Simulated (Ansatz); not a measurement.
**C5H12ClFNNb: up Jacob's ladder to CCSD(T)**

One table from this session's results is given with a row withheld; the runs are named, their logs left out.

Method: functionals in def2-TZVPP, the program's frozen cores in correlated methods; program: Ansatz 0.2.0, Gaussian basis.

Levels to be run: LDA (SPW92), PBE-D4, revPBE-D4, BLYP-D4, r2SCAN-D4, B97M-V, PBE0-D4, B3LYP-D4, r2SCANh-D4, r2SCAN0-D4, HSE06-D4, BHLYP-D4, CAM-B3LYP-D4, LC-ωPBE, ωB97X-V, ωB97M-V, B2PLYP, PBE-QIDH; CCSD(T)/def2-SVP; CCSD(T)/def2-TZVPP; MP2/def2-QZVPP; extrapolation to the limit; RPA on PBE.

## Structure used throughout

An earlier PBE0-D4 in a triple-zeta def2 set relaxation fixed the geometry. Nb takes the def2 core potential; no spin-orbit term is included.

SMILES `CC(C)(C)[N]=[Nb]([CH3])([F])[Cl]`, 21 atoms, charge 0, spin multiplicity 1.

Atoms are counted from 1 here; the program's logs count them from 0.

Bond lengths: C1–C2 1.527 Å, C1–H10 1.092 Å, C1–H11 1.092 Å, C1–H12 1.093 Å, C2–C3 1.527 Å, C2–C4 1.527 Å, C2–N5 1.437 Å, C3–H13 1.092 Å, C3–H14 1.092 Å, C3–H15 1.093 Å, C4–H16 1.092 Å, C4–H17 1.092 Å, C4–H18 1.093 Å, N5–Nb6 1.731 Å, Nb6–C7 2.141 Å, Nb6–F8 1.877 Å, Nb6–Cl9 2.311 Å, C7–H19 1.094 Å and more. Angles: C2–C1–H10 110.5°, C2–C1–H11 110.5°, C2–C1–H12 110.3°, H10–C1–H11 108.4°, H10–C1–H12 108.5°, H11–C1–H12 108.6°, C1–C2–C3 110.5°, C1–C2–C4 110.4°, C1–C2–N5 108.5°, C3–C2–C4 110.4°, C3–C2–N5 108.5°, C4–C2–N5 108.4°, C2–C3–H13 110.5°, C2–C3–H14 110.5°, C2–C3–H15 110.2°, H13–C3–H14 108.5°, H13–C3–H15 108.6°, H14–C3–H15 108.5° and more.

Set-up of the first run:

Contents of in.yaml:

```yaml
crystal:
  periodic: [false, false, false]
  atoms:
    - {symbol: C, position_ang: [-0.393523, -0.784694, -1.742610]}
    - {symbol: C, position_ang: [-0.133950, -0.985094, -0.251083]}
    - {symbol: C, position_ang: [1.289186, -1.488354, -0.019618]}
    - {symbol: C, position_ang: [-1.147449, -1.963857, 0.338672]}
    - {symbol: N, position_ang: [-0.284513, 0.280007, 0.412934]}
    - {symbol: Nb, position_ang: [-0.548547, 1.764284, 1.262869]}
    - {symbol: C, position_ang: [0.935737, 3.027983, 0.377385]}
    - {symbol: F, position_ang: [-0.140906, 1.511586, 3.077215]}
    - {symbol: Cl, position_ang: [-2.646457, 2.563979, 0.715080]}
    - {symbol: H, position_ang: [0.318718, -0.071352, -2.161934]}
    - {symbol: H, position_ang: [-1.402619, -0.401988, -1.906361]}
    - {symbol: H, position_ang: [-0.289464, -1.732510, -2.276398]}
    - {symbol: H, position_ang: [1.481454, -1.615556, 1.047379]}
    - {symbol: H, position_ang: [2.015698, -0.778477, -0.419949]}
    - {symbol: H, position_ang: [1.435541, -2.450432, -0.516595]}
    - {symbol: H, position_ang: [-2.164372, -1.593932, 0.194488]}
    - {symbol: H, position_ang: [-0.974639, -2.095643, 1.408508]}
    - {symbol: H, position_ang: [-1.059763, -2.937423, -0.149660]}
    - {symbol: H, position_ang: [0.761442, 3.118529, -0.698938]}
    - {symbol: H, position_ang: [1.939822, 2.619385, 0.523145]}
    - {symbol: H, position_ang: [0.884003, 4.024260, 0.832472]}
basis:
  gaussian: {orbitals: def2-TZVPP}
hamiltonian: {xc: lda}
output: {orbitals: {seedname: orbitals}}
```

Among the steps run: LDA; PBE-D4 (GGA); revPBE-D4 (GGA); BLYP-D4 (GGA); r2SCAN-D4 (meta-GGA); B97M-V (meta-GGA); PBE0-D4 (hybrid); B3LYP-D4 (hybrid); r2SCANh-D4 (hybrid); r2SCAN0-D4 (hybrid); HSE06-D4 (hybrid); BHLYP-D4 (hybrid); CAM-B3LYP-D4 (range-separated); LC-ωPBE (range-separated); ωB97X-V (range-separated); ωB97M-V (range-separated); B2PLYP (double hybrid); PBE-QIDH (double hybrid).

One of the session's tables, all rows but one given; the rest of the session is left out.

It belongs to the step «Orbital energies across the functionals». 

| functional | HOMO (eV) | LUMO (eV) | gap (eV) |
| --- | --- | --- | --- |
| LDA (SPW92) | -6.59 | -2.95 | 3.64 |
| PBE-D4 | -6.40 | -2.70 | 3.70 |
| revPBE-D4 | -6.33 | -2.60 | 3.73 |
| BLYP-D4 | -6.26 | -2.60 | 3.67 |
| r2SCAN-D4 | -6.65 | -2.58 | 4.07 |
| B97M-V | -6.74 | -2.57 | 4.16 |
| PBE0-D4 | -7.69 | -1.84 | 5.85 |
| B3LYP-D4 | -7.46 | -2.08 | 5.39 |
| r2SCANh-D4 | -7.14 | -2.26 | 4.88 |
| r2SCAN0-D4 | -7.87 | -1.76 | 6.10 |
| HSE06-D4 | -7.29 | -2.22 | 5.07 |
| BHLYP-D4 | -8.86 | -0.84 | 8.02 |
| CAM-B3LYP-D4 | ? | ? | ? |
| LC-ωPBE | -10.36 | 0.44 | 10.80 |
| ωB97X-V | -10.02 | 0.34 | 10.36 |
| ωB97M-V | -9.93 | 0.26 | 10.20 |

Q: Estimate the row for CAM-B3LYP-D4 from the others.

The run gave: HOMO (eV): -9.03; LUMO (eV): -0.74; gap (eV): 8.29. In the column «HOMO (eV)» it lies between ωB97M-V (-9.93) and BHLYP-D4 (-8.86).
